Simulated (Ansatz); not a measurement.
# C3H6AlI: one species, many methods

One table from this session's results is given with a row withheld; the runs are named, their logs left out.

Computed with Ansatz 0.2.0, Gaussian basis. Level: functionals in def2-TZVPP, the program's frozen cores in correlated methods.

Plan: LDA (SPW92), PBE-D4, revPBE-D4, BLYP-D4, r2SCAN-D4, B97M-V, PBE0-D4, B3LYP-D4, r2SCANh-D4, r2SCAN0-D4, HSE06-D4, BHLYP-D4, CAM-B3LYP-D4, LC-ωPBE, ωB97X-V, ωB97M-V, B2PLYP, PBE-QIDH; CCSD(T)/def2-SVP; CCSD(T)/def2-TZVPP; MP2/def2-QZVPP; extrapolation to the limit; RPA on PBE.

### The relaxed structure

The geometry comes from an earlier relaxation with PBE0-D4 in a triple-zeta def2 set; it is a stationary point, not always the lowest conformer. I takes the def2 core potential; no spin-orbit term is included.

SMILES `C=C(I)[CH2][AlH2]`, 11 atoms, charge 0, spin multiplicity 1.

Atoms are counted from 1 here; the program's logs count them from 0.

Bond lengths: C1–C2 1.322 Å, C1–H6 1.081 Å, C1–H7 1.086 Å, C2–I3 2.149 Å, C2–C4 1.470 Å, C4–Al5 2.006 Å, C4–H8 1.096 Å, C4–H9 1.093 Å, Al5–H10 1.588 Å, Al5–H11 1.587 Å. Angles: C2–C1–H6 123.7°, C2–C1–H7 118.3°, H6–C1–H7 118.0°, C1–C2–I3 118.3°, C1–C2–C4 132.6°, I3–C2–C4 108.7°, C2–C4–Al5 101.8°, C2–C4–H8 110.7°, C2–C4–H9 110.7°, Al5–C4–H8 105.9°, Al5–C4–H9 118.2°, H8–C4–H9 109.1°, C4–Al5–H10 119.0°, C4–Al5–H11 117.5°, H10–Al5–H11 122.2°.

Coordinates:

```xyz
11
charge 0, multiplicity 1
C    -1.7453    0.3452   -0.9171
C    -0.4538    0.2347   -0.6574
I     0.7043   -1.1485   -1.8249
C     0.3912    0.7599    0.4247
Al    1.3639   -0.8892    1.0243
H    -2.2482   -0.2024   -1.7012
H    -2.3379    1.0210   -0.3070
H     1.1580    1.4334    0.0258
H    -0.2129    1.2993    1.1592
H     2.9470   -0.8496    1.1393
H     0.4987   -2.0608    1.6549
```

The first run:

in.yaml reads:

```yaml
crystal:
  periodic: [false, false, false]
  atoms:
    - {symbol: C, position_ang: [-1.745294, 0.345209, -0.917075]}
    - {symbol: C, position_ang: [-0.453756, 0.234671, -0.657353]}
    - {symbol: I, position_ang: [0.704307, -1.148520, -1.824866]}
    - {symbol: C, position_ang: [0.391177, 0.759876, 0.424692]}
    - {symbol: Al, position_ang: [1.363926, -0.889216, 1.024316]}
    - {symbol: H, position_ang: [-2.248221, -0.202441, -1.701163]}
    - {symbol: H, position_ang: [-2.337853, 1.021024, -0.306989]}
    - {symbol: H, position_ang: [1.157980, 1.433445, 0.025759]}
    - {symbol: H, position_ang: [-0.212856, 1.299342, 1.159199]}
    - {symbol: H, position_ang: [2.947044, -0.849579, 1.139291]}
    - {symbol: H, position_ang: [0.498744, -2.060811, 1.654889]}
basis:
  gaussian: {orbitals: def2-TZVPP}
hamiltonian: {xc: lda}
output: {orbitals: {seedname: orbitals}}
```

Among the steps run: LDA; PBE-D4 (GGA); revPBE-D4 (GGA); BLYP-D4 (GGA); r2SCAN-D4 (meta-GGA); B97M-V (meta-GGA); PBE0-D4 (hybrid); B3LYP-D4 (hybrid); r2SCANh-D4 (hybrid); r2SCAN0-D4 (hybrid); HSE06-D4 (hybrid); BHLYP-D4 (hybrid); CAM-B3LYP-D4 (range-separated); LC-ωPBE (range-separated); ωB97X-V (range-separated); ωB97M-V (range-separated); B2PLYP (double hybrid); PBE-QIDH (double hybrid).

One of the session's tables, all rows but one given; the rest of the session is left out.

It belongs to the step «Orbital energies across the functionals». 

```
  functional  HOMO (eV)  LUMO (eV)  gap (eV)
 LDA (SPW92)      -6.14      -2.65      3.49
      PBE-D4      -5.98      -2.45      3.53
   revPBE-D4      -5.93      -2.37      3.56
     BLYP-D4      -5.83      -2.32      3.51
   r2SCAN-D4      -6.20      -2.27      3.93
      B97M-V      -6.25      -2.25      4.00
     PBE0-D4          ?          ?         ?
    B3LYP-D4      -6.85      -1.78      5.07
  r2SCANh-D4      -6.61      -1.95      4.65
  r2SCAN0-D4      -7.21      -1.47      5.74
    HSE06-D4      -6.67      -1.96      4.72
    BHLYP-D4      -8.01      -0.60      7.41
CAM-B3LYP-D4      -8.32      -0.51      7.81
     LC-ωPBE      -9.64       0.58     10.22
     ωB97X-V      -9.30       0.49      9.79
     ωB97M-V      -9.18       0.34      9.52
```

**Question.** Estimate the row for PBE0-D4.

**Answer.** HOMO (eV): -7.07; LUMO (eV): -1.58; gap (eV): 5.49. In the column «HOMO (eV)» it lies between r2SCAN0-D4 (-7.21) and B3LYP-D4 (-6.85).
